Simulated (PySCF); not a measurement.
**[Bi(OCH3)2]+: other functionals and bases at one geometry**

The task here is to estimate one member of a computed series from the others.

The runs use PySCF 2.14.0; several levels, as the steps say, no spin–orbit coupling.

1 further run of the same task is left out (for a known fault of the program).

**Starting geometry**

11 atoms, charge 1, spin multiplicity 1.

Bond lengths: Bi1–O2 2.014 Å, Bi1–O7 2.014 Å, O2–C3 1.417 Å, C3–H4 1.100 Å, C3–H5 1.102 Å, C3–H6 1.101 Å, O7–C8 1.417 Å, C8–H9 1.100 Å, C8–H10 1.102 Å, C8–H11 1.101 Å. Angles: O2–Bi1–O7 106.2°, Bi1–O2–C3 138.9°, O2–C3–H4 107.4°, O2–C3–H5 109.6°, O2–C3–H6 112.5°, H4–C3–H5 108.5°, H4–C3–H6 109.3°, H5–C3–H6 109.4°, Bi1–O7–C8 138.9°, O7–C8–H9 107.4°, O7–C8–H10 109.6°, O7–C8–H11 112.5°, H9–C8–H10 108.5°, H9–C8–H11 109.3°, H10–C8–H11 109.4°.

Geometry (Å):

```
Bi    0.00000    0.00000   -0.43182
O     1.60783    0.09688    0.77726
C     1.90508    0.08328    2.16219
H     2.90322   -0.36336    2.28043
H     1.93624    1.11641    2.54417
H     1.17529   -0.49963    2.74478
O    -1.60783   -0.09688    0.77726
C    -1.90508   -0.08328    2.16219
H    -2.90322    0.36336    2.28043
H    -1.93624   -1.11641    2.54417
H    -1.17529    0.49963    2.74478
```

Formal oxidation states: Bi +3. An earlier session relaxed this geometry at PBE0, Bi def2-SVP with ECP60, O def2-SVP, C def2-SVP, H def2-SVP (singlet, point group C2).

At PBE0 on the finer grid: E = -444.180394 Eh, HOMO -12.90 eV, LUMO -8.64 eV, Mulliken charge on Bi1 +1.40 e, largest force component 0.009 eV/Å. 

Levels to run: TPSS; M06-L; PBE0, TZVP. Hardware: 2 threads of Arm Neoverse V2, shared host.

Set-up of the first run:

The input, run.py (the lines that set the calculation):

```python
mol = gto.M(atom='''
Bi     0.00000     0.00000    -0.43182
O      1.60783     0.09688     0.77726
C      1.90508     0.08328     2.16219
H      2.90322    -0.36336     2.28043
H      1.93624     1.11641     2.54417
H      1.17529    -0.49963     2.74478
O     -1.60783    -0.09688     0.77726
C     -1.90508    -0.08328     2.16219
H     -2.90322     0.36336     2.28043
H     -1.93624    -1.11641     2.54417
H     -1.17529     0.49963     2.74478''',
    basis={'Bi': 'def2-SVP', 'O': 'def2-SVP', 'C': 'def2-SVP', 'H': 'def2-SVP'},
    ecp={'Bi': 'def2-SVP'},
    charge=1, spin=0)
mf = dft.RKS(mol, xc='TPSS')
mf.grids.atom_grid = (75, 302)
mf = mf.density_fit()  # fitting sets: Bi def2-universal-JKFIT, O def2-universal-JKFIT, C def2-universal-JKFIT, H def2-universal-JKFIT
mf.conv_tol = 1e-08; mf.max_cycle = 55
mf.kernel(dm0)  # dm0: the density of the relaxed state
```

Started as:

```console
OMP_NUM_THREADS=2 python run.py
```

Among the steps run: TPSS; M06-L; PBE0, TZVP.

One table of the session follows, with a row left open; its other results are not shown here.

```
              level  HOMO (eV)  gap (eV)  charge on Bi1 (e)  dipole (D)  largest force component (eV/Å)
PBE0 (relaxed here)     -12.90      4.26               1.40        1.61                            0.01
               TPSS     -11.64      2.52               1.29        2.10                            0.78
              M06-L          ?         ?                  ?           ?                               ?
         PBE0, TZVP     -12.97      4.29               1.34        1.44                            1.16
```

Q: Estimate the row for M06-L from the others.

The run gave: HOMO (eV): -11.68; gap (eV): 2.68; charge on Bi1 (e): 1.45; dipole (D): 1.51; largest force component (eV/Å): 0.81. In the column «HOMO (eV)» it lies between PBE0 (relaxed here) (-12.90) and TPSS (-11.64).

The dipole of a charged species depends on the origin, so these sizes hold for this origin alone.

In one basis the HOMO–LUMO gap runs from 2.52 eV (TPSS) to 4.26 eV (PBE0). The largest leftover force, 1.16 eV/Å with PBE0, TZVP, stands at a geometry relaxed at another level. Total energies of different levels can't be compared.
